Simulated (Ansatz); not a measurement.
**CH6ClNSSi: vertical spin-state energies, by script**

Which spin state of CH6ClNSSi lies lowest at this geometry? Wanted for CH6ClNSSi: vertical spin-state energies. SMILES: CS[SiH](N)Cl.

Program: the Python package of Ansatz 0.2.0. Level of theory: CAM-B3LYP/6-31G. These are calculated values, not measurements.

## Step 1: Starting point

Bond lengths: C1–S2 1.746 Å, S2–Si3 2.117 Å, Si3–N4 1.652 Å, Si3–Cl5 2.002 Å, C1–H6 1.137 Å, C1–H7 1.067 Å, C1–H8 1.114 Å, Si3–H9 1.532 Å, N4–H10 1.057 Å, N4–H11 0.941 Å. Angles (14 of 16 angles, heavy atoms first): C1–S2–Si3 102.6°, S2–Si3–N4 105.7°, S2–Si3–Cl5 112.3°, N4–Si3–Cl5 113.6°, S2–C1–H6 111.1°, S2–C1–H7 114.5°, S2–C1–H8 111.4°, S2–Si3–H9 110.7°, N4–Si3–H9 105.9°, Cl5–Si3–H9 108.4°, Si3–N4–H10 108.0°, Si3–N4–H11 114.2°, H6–C1–H7 107.3°, H6–C1–H8 101.7°.

The script holds or builds the structure itself.

## Step 2: The script

The input, spin_ch6clnssi.py:

```python
'''Vertical spin-state energies of CH6ClNSSi.'''

import warnings

import ansatz as az


def main() -> None:
    warnings.simplefilter('ignore', az.DeckWarning)

    geometry_ang = [
        ('C', (-0.4324, 1.3973, -1.2275)),
        ('S', (1.0517, 1.0806, -0.3637)),
        ('Si', (0.4591, -0.3759, 1.0537)),
        ('N', (0.0998, -1.7307, 0.1797)),
        ('Cl', (-1.0499, 0.2554, 2.2076)),
        ('H', (-0.2815, 2.1981, -2.0207)),
        ('H', (-0.8531, 0.5451, -1.7129)),
        ('H', (-1.1929, 1.8741, -0.5675)),
        ('H', (1.633, -0.7592, 1.9609)),
        ('H', (-0.1799, -2.492, 0.8571)),
        ('H', (0.8116, -2.0497, -0.3462)),
    ]
    geometry = az.Crystal.molecule()
    for symbol, xyz in geometry_ang:
        geometry = geometry.atom(symbol, xyz)

    job = (
        geometry.calculation()
        .basis(gaussian='6-31G')
        .functional('CAM-B3LYP')
        .scf(lower_state_search='off')
    )
    found = {}
    for unpaired in [0, 2]:
        r = job.spin('collinear', total=unpaired).run().report
        s = unpaired / 2
        found[unpaired] = r['free_energy_ev']
        print(f'2S+1 = {unpaired + 1}: E = {found[unpaired]:.5f} eV, <S^2> = {abs(r["mean_field"]["state"]["spin_squared"]):.3f} (pure state {s * (s + 1):.2f})')
    lowest = min(found, key=found.get)
    for unpaired, e in found.items():
        print(f'multiplicity {unpaired + 1}: {96.485332 * (e - found[lowest]):.1f} kJ/mol above the lowest')


if __name__ == '__main__':
    main()
```

## Step 3: The calls as engine input

The package turns the script's settings into the engine's input (first run):

```yaml
crystal:
  periodic: [false, false, false]
  atoms:
    - { symbol: C, position_ang: [-0.4324, 1.3973, -1.2275] }
    - { symbol: S, position_ang: [1.0517, 1.0806, -0.3637] }
    - { symbol: Si, position_ang: [0.4591, -0.3759, 1.0537] }
    - { symbol: "N", position_ang: [0.0998, -1.7307, 0.1797] }
    - { symbol: Cl, position_ang: [-1.0499, 0.2554, 2.2076] }
    - { symbol: H, position_ang: [-0.2815, 2.1981, -2.0207] }
    - { symbol: H, position_ang: [-0.8531, 0.5451, -1.7129] }
    - { symbol: H, position_ang: [-1.1929, 1.8741, -0.5675] }
    - { symbol: H, position_ang: [1.633, -0.7592, 1.9609] }
    - { symbol: H, position_ang: [-0.1799, -2.492, 0.8571] }
    - { symbol: H, position_ang: [0.8116, -2.0497, -0.3462] }
basis:
  gaussian:
    orbitals: "6-31G"
hamiltonian:
  xc: cam_b3lyp
magnetization:
  spin_polarized: true
  initial_magnetization: 0.0
scf:
  lower_state_search: "off"
```

## Step 4: Launch

Command:

```
python spin_ch6clnssi.py
```

**Question.** Which spin state is lowest at this geometry, and how far above lie the others?

**Answer**, as computed:

```
        quantity             value
   runs compared                 2
          lowest  run 1 (2S+1 = 1)
next above it by          6.290 eV
```

What this shows: In order: multiplicity 1 (+0.00 eV) and multiplicity 3 (+6.29 eV), all at the one geometry. The geometry is a force-field or estimated start, not a minimum of this method, and the basis set is short of its limit. All parts are taken at fixed geometry, without zero-point energy.
